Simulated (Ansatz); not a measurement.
# CdSe (Cadmoselite): the cost of one run

All numbers are computed with Ansatz 0.2.0 through its Python package. Level of theory: DFT PBE, plane waves, PAW.

The COD entry's cell or inner coordinates are ideal or old and differ from later refinements, so a difference from it is no clean test against experiment.

## (1) The system

Symmetry: P6_3mc, No. 186, hexagonal system. The conventional cell has a = 4.300 Å, b = 4.300 Å, c = 7.020 Å, α = 90.00°, β = 90.00°, γ = 120.00°. Around Cd (site symmetry 3m) lie 4 Se at 2.61 to 2.70 Å. Se (site symmetry 3m) is surrounded by 4 Cd at 2.61 to 2.70 Å.

No structure file is read: the coordinates are typed or built in the script.

## (2) The code

File cdse_relax.py:

```python
"""Relax the ions of CdSe at fixed cell."""

from pathlib import Path
import warnings

import ansatz as az
from ase import Atoms
from ase.data import atomic_numbers
from ase.io import write
import numpy as np
import spglib


def main() -> None:
    warnings.simplefilter("ignore", az.DeckWarning)

    atoms = Atoms(
        ["Cd", "Cd", "Se", "Se"],
        scaled_positions=[
            [1 / 3, 2 / 3, 0.0],
            [2 / 3, 1 / 3, 0.5],
            [1 / 3, 2 / 3, 0.385],
            [2 / 3, 1 / 3, 0.885],
        ],
        cell=[
            [4.3, 0.0, 0.0],
            [-2.15, 3.723909, 0.0],
            [0.0, 0.0, 7.02],
        ],
        pbc=True,
    )
    cdse = az.Crystal.from_ase(atoms)

    base = (
        cdse.calculation()
        .functional("pbe")
        .basis(16 * az.Ha)
        .kpoints(mesh=(12, 12, 4))
        .occupations("fermi_dirac", width=0.05)
        .relax()
        .density()
        .potential()
        .electron_localization_function()
        .output_files(volumetric_format="npy")
    )
    steps = []


    def collect(event):
        if event["event"] == "relax_step":
            steps.append(event["data"])


    done = base.session().plan().execute(on_event=collect)
    data = done.report
    print("step   energy (eV)     max comp. (eV/A)  SCF")
    for s in steps:
        print(f"{s['step']:4d} {s['lagrangian_ev']:15.5f} {s['allowed_force_max_ev_ang']:12.4f} {s['n_scf']:5d}")

    first, last = steps[0], steps[-1]
    symbols = [site.symbol for site in done.lattice.sites]
    print(f"energy gained {first['lagrangian_ev'] - last['lagrangian_ev']:.4f} eV in {len(steps) - 1} steps")

    print("atom   start x y z (A)              end x y z (A)")
    for symbol, a, b in zip(symbols, first["positions_ang"], last["positions_ang"]):
        print(f"{symbol:3s}", " ".join(f"{v:8.4f}" for v in a), "  ", " ".join(f"{v:8.4f}" for v in b))

    relaxed = Atoms(symbols, positions=[site.position_ang for site in done.lattice.sites], cell=done.lattice.cell_ang, pbc=True)
    write("relaxed.vasp", relaxed, format="vasp")

    fractions = [site.position_frac for site in done.lattice.sites]
    numbers = [atomic_numbers[s] for s in symbols]
    for tolerance in (1e-3, 1e-2, 1e-1):
        print(f"space group at {tolerance} A:", spglib.get_spacegroup((done.lattice.cell_ang, fractions, numbers), symprec=tolerance))

    print("%-22s %14.5f eV" % ("F = E - TS", data["free_energy_ev"]))
    print("%-22s %14.5f eV" % ("E", data["internal_energy_ev"]))
    print("%-22s %14.5f eV" % ("Harris-Foulkes", data["harris_foulkes_ev"]))
    print("%-22s %14.5f eV" % ("Fermi level", data["fermi_energy_ev"]))

    terms = data["components"]
    print({name: round(terms[name], 3) for name in ("e_kinetic", "e_hartree", "e_xc", "e_local", "e_nonlocal", "e_ewald", "e_paw") if name in terms})

    folder = Path(done.write_results("fields"))
    print("densities in e/A^3, potentials in eV, ELF without unit")
    for name in sorted(p.name for p in folder.glob("*.npy")):
        field = np.load(folder / name)
        print(f"{name:16s} {str(field.shape):16s} min {field.min():10.4f}  mean {field.mean():10.4f}  max {field.max():10.4f}")


if __name__ == "__main__":
    main()
```

## (3) The calls as engine input

The engine receives this input:

```yaml
crystal:
  lattice:
    - [4.3, 0.0, 0.0]
    - [-2.15, 3.723909, 0.0]
    - [0.0, 0.0, 7.02]
  atoms:
    - { symbol: Cd, position: [0.33333333333333326, 0.6666666666666666, 0.0] }
    - { symbol: Cd, position: [0.6666666666666665, 0.3333333333333333, 0.5] }
    - { symbol: Se, position: [0.33333333333333326, 0.6666666666666666, 0.38500000000000006] }
    - { symbol: Se, position: [0.6666666666666665, 0.3333333333333333, 0.885] }
basis:
  ecutwfc: 435.382179935808
kpoints:
  mp_grid:
    grid: [12, 12, 4]
hamiltonian:
  xc: pbe
scf:
  occupations:
    method: fermi_dirac
    width: 0.05
relax: {}
output:
  write_density: true
  write_potential: true
  volumetric_format: npy
  elf: true
```

## (4) The run

On the command line:

```sh
$ python cdse_relax.py
```

**Question.** How long does this script take on 1 thread of Intel Xeon 6975P-C (Granite Rapids), shared host, and how much memory does it need?

About 30 s, with a peak of 0.68 GiB.
